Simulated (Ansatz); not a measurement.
# C₂H₇BOS: one species, many methods

One table from this session's results is given with a row withheld; the runs are named, their logs left out.

Program: Ansatz 0.2.0, Gaussian basis. Level of theory: functionals in def2-TZVPP, the program's frozen cores in correlated methods. These are calculated values, not measurements.

The runs, in order: LDA (SPW92), PBE-D4, revPBE-D4, BLYP-D4, r2SCAN-D4, B97M-V, PBE0-D4, B3LYP-D4, r2SCANh-D4, r2SCAN0-D4, HSE06-D4, BHLYP-D4, CAM-B3LYP-D4, LC-ωPBE, ωB97X-V, ωB97M-V, B2PLYP, PBE-QIDH; CCSD(T)/def2-SVP; CCSD(T)/def2-TZVPP; MP2/def2-QZVPP; extrapolation to the limit; RPA on PBE.

## The relaxed structure

All runs share one geometry, relaxed beforehand with PBE0-D4 in a triple-zeta def2 set.

SMILES `CCB(O)S`, 12 atoms, charge 0, spin multiplicity 1.

Atoms are counted from 1 here; the program's logs count them from 0.

Bond lengths: C1–C2 1.524 Å, C1–H6 1.092 Å, C1–H7 1.093 Å, C1–H8 1.092 Å, C2–B3 1.570 Å, C2–H9 1.098 Å, C2–H10 1.098 Å, B3–O4 1.359 Å, B3–S5 1.829 Å, O4–H11 0.960 Å, S5–H12 1.341 Å. Angles: C2–C1–H6 111.2°, C2–C1–H7 111.5°, C2–C1–H8 111.2°, H6–C1–H7 107.9°, H6–C1–H8 107.0°, H7–C1–H8 107.9°, C1–C2–B3 115.1°, C1–C2–H9 110.3°, C1–C2–H10 110.3°, B3–C2–H9 108.1°, B3–C2–H10 108.1°, H9–C2–H10 104.4°, C2–B3–O4 119.4°, C2–B3–S5 122.3°, O4–B3–S5 118.3°, B3–O4–H11 115.2°, B3–S5–H12 96.6°.

As a file:

```xyz
12

C    -0.94950   -0.44171    1.26685
C     0.09362    0.40348    0.54613
B     0.41079   -0.04107   -0.92568
O    -0.23429   -1.11487   -1.45152
S     1.62722    0.83835   -1.97079
H    -1.90494   -0.42629    0.73843
H    -1.12322   -0.08158    2.28360
H    -0.63730   -1.48612    1.33034
H    -0.21760    1.45577    0.52486
H     1.03510    0.40868    1.11034
H     0.00601   -1.33342   -2.35526
H     1.97090    1.76378   -1.06321
```

The first run:

Contents of in.yaml:

```yaml
crystal:
  periodic: [false, false, false]
  atoms:
    - {symbol: C, position_ang: [-0.949501, -0.441709, 1.266850]}
    - {symbol: C, position_ang: [0.093623, 0.403479, 0.546131]}
    - {symbol: B, position_ang: [0.410794, -0.041070, -0.925680]}
    - {symbol: O, position_ang: [-0.234286, -1.114868, -1.451515]}
    - {symbol: S, position_ang: [1.627219, 0.838350, -1.970788]}
    - {symbol: H, position_ang: [-1.904938, -0.426288, 0.738430]}
    - {symbol: H, position_ang: [-1.123220, -0.081577, 2.283597]}
    - {symbol: H, position_ang: [-0.637302, -1.486120, 1.330340]}
    - {symbol: H, position_ang: [-0.217603, 1.455767, 0.524861]}
    - {symbol: H, position_ang: [1.035102, 0.408679, 1.110341]}
    - {symbol: H, position_ang: [0.006012, -1.333424, -2.355258]}
    - {symbol: H, position_ang: [1.970901, 1.763778, -1.063210]}
basis:
  gaussian: {orbitals: def2-TZVPP}
hamiltonian: {xc: lda}
output: {orbitals: {seedname: orbitals}}
```

Among the steps run: LDA; PBE-D4 (GGA); revPBE-D4 (GGA); BLYP-D4 (GGA); r2SCAN-D4 (meta-GGA); B97M-V (meta-GGA); PBE0-D4 (hybrid); B3LYP-D4 (hybrid); r2SCANh-D4 (hybrid); r2SCAN0-D4 (hybrid); HSE06-D4 (hybrid); BHLYP-D4 (hybrid); CAM-B3LYP-D4 (range-separated); LC-ωPBE-D4 (range-separated; the results give it without D4); ωB97X-V (range-separated); ωB97M-V (range-separated); B2PLYP (double hybrid); PBE-QIDH (double hybrid).

One of the session's tables, all rows but one given; the rest of the session is left out.

It belongs to the step «Orbital energies across the functionals». 

```
  functional  HOMO (eV)  gap (eV)
 LDA (SPW92)      -6.50      5.58
      PBE-D4      -6.37      5.64
   revPBE-D4      -6.32      5.68
     BLYP-D4      -6.21      5.49
   r2SCAN-D4      -6.66      6.40
      B97M-V      -6.73      6.20
     PBE0-D4      -7.61      7.79
    B3LYP-D4      -7.36      7.20
  r2SCANh-D4      -7.12      7.16
  r2SCAN0-D4      -7.81      8.29
    HSE06-D4      -7.21      7.01
    BHLYP-D4      -8.71      9.62
CAM-B3LYP-D4      -8.95      9.98
     LC-ωPBE          ?         ?
     ωB97X-V      -9.99     12.13
     ωB97M-V      -9.82     11.58
```

**Question.** Estimate the row for LC-ωPBE.

**Answer.** HOMO (eV): -10.36; gap (eV): 12.71. In the column «HOMO (eV)» it is the lowest.
